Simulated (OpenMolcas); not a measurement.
# Cr⁴⁺ among point charges: CASSCF and CASPT2 levels and susceptibility

Aim: the splitting of the states of Cr⁴⁺ in the field of 4 point charges, its lowest levels with spin-orbit coupling and its magnetic susceptibility.

Method: state-averaged CASSCF and CASPT2, spin-orbit coupling by RASSI with atomic mean-field integrals. Code: OpenMolcas 26.06.

### Step 1. What is computed

- Species: Cr⁴⁺ (chromium, Z = 24, 20 electrons)
- Basis: ANO-RCC-VDZP [5s4p2d1f], 34 functions
- Scalar Hamiltonian: DKH2, point nucleus
- Inactive shells: 1s 2s 2p 3s 3p
- Active space: 2 electrons in 5 orbitals (3d)
- Some configurations of this space: 3d2
- Orbitals: optimised for each spin and parity, averaged over all roots

The outer shells:

3d2
```
3d [↑ ][↑ ][  ][  ][  ]
```

The ion sits among 4 point charges of -1.3 e arranged as a tetrahedron (Td), 2.05 Å from the ion.

The work runs as a chain of OpenMolcas steps in one folder; each step below is one input file. Labels, J, g values, rates, χT and fits are worked out afterwards by a script from the matrices that RASSI stores.

### Step 2. Basis and integrals

a.inp reads:

```
&GATEWAY
Coord
1

Cr 0.0 0.0 0.0
Basis=ANO-RCC-VDZP
Group=NoSym
NoMove
AngMom=0.0 0.0 0.0
AMFI
XField
4 Angstrom 0
1.183568 1.183568 1.183568 -1.300000
1.183568 -1.183568 -1.183568 -1.300000
-1.183568 1.183568 -1.183568 -1.300000
-1.183568 -1.183568 1.183568 -1.300000
&SEWARD
```

### Step 3. CASSCF: triplets, 10 roots

a.inp reads:

```
&RASSCF
FileOrb=start.orb
Symmetry=1
Spin=3
nActEl=2 0 0
Inactive=9
Ras2=5
CIRoot=10 10 1
SDav=10
CIMx=300
Iter=120 100
PrWF=0.3
OrbListing=Nothing
MaxOrb=0
>>> COPY $Project.JobIph JOB001
```

start.orb holds the contracted functions of the basis, ordered by shell, or the orbitals of the step before.

### Step 4. CASSCF: singlets, 15 roots

a.inp reads:

```
&RASSCF
FileOrb=start.orb
Symmetry=1
Spin=1
nActEl=2 0 0
Inactive=9
Ras2=5
CIRoot=15 15 1
SDav=15
CIMx=300
Iter=120 100
PrWF=0.3
OrbListing=Nothing
MaxOrb=0
>>> COPY $Project.JobIph JOB002
```

### Step 5. State interaction with spin-orbit coupling

a.inp reads:

```
&RASSI
NrOfJobIphs=2 10 15
1 2 3 4 5 6 7 8 9 10
1 2 3 4 5 6 7 8 9 10 11 12 13 14 15
IphNames
JOB001
JOB002
EJob
SpinOrbit
DIPRint=1.0
SOCoupling=1000.0
Subsets=2
Property=9
'ANGMOM' 1 'ANGMOM' 2 'ANGMOM' 3 'MLTPL  1' 1 'MLTPL  1' 2 'MLTPL  1' 3
'AMFI' 1 'AMFI' 2 'AMFI' 3
SOProperty=3
'ANGMOM' 1 'ANGMOM' 2 'ANGMOM' 3
```

### Step 6. CASPT2: IPEA 0.25, imaginary shift 0.1 (closed shells correlated: 3s 3p)

a.inp reads:

```
>>> COPY JOB001 $Project.JobIph
&CASPT2
Multistate=10 1 2 3 4 5 6 7 8 9 10
NoMult
Frozen=5
IPEA=0.25
Imaginary=0.1
MaxIter=60
WThr=0.0 0.3 0.05
PrWF=0.5
NoMix
>>> COPY JOB002 $Project.JobIph
&CASPT2
Multistate=15 1 2 3 4 5 6 7 8 9 10 11 12 13 14 15
NoMult
Frozen=5
IPEA=0.25
Imaginary=0.1
MaxIter=60
WThr=0.0 0.3 0.05
PrWF=0.5
NoMix
```

(Steps that only read results are left out.)

Before running it: what results should come out? Wanted: spin-free ground state; first state of the same spin within the active space; lowest level; next level.

**Answer**, as computed:

| quantity | value |
| --- | --- |
| method | SS-CASPT2, IPEA 0.25, imaginary shift 0.1 (closed shells correlated: 3s 3p) |
| spin-free ground state | 3T2, 3-fold in its orbital part |
| first state of the same spin within the active space | 3A2 at 41.7 cm⁻¹ |
| lowest level | 3-fold T2 |
| next level | 327.8 cm⁻¹ |
| χT at 300 K | 0.56 cm³ K/mol |
| effective moment at 300 K | 2.12 μB |

Cost by method:

```
                                              method  time of its own steps  time with the reference
                                           A. CASSCF                    6 s                      6 s
B. SS-CASPT2, IPEA 0.25, imaginary shift 0.1, +3s 3p                  2.3 s                    8.4 s
```

Times are of one thread on a shared host.

**Reading.** The spin-free ground state (3T2) comes to 100 % from free-ion F terms and keeps the highest spin of the shell. χT at 300 K is 0.56, against 1.00 cm³ K/mol for the spin alone, so spin-orbit coupling lowers it. A ligand-field fit to the states below 45000 cm-1 gives 10Dq = -968 cm-1, B = 1154 cm-1 and C = 4344 cm-1 (C/B = 3.76), with a deviation of 733 cm-1. CASPT2 does not keep the components of a term degenerate, and the means are used. The field of point charges can differ much from that of real complexes. This is an electrostatic model: the charges have no orbitals.
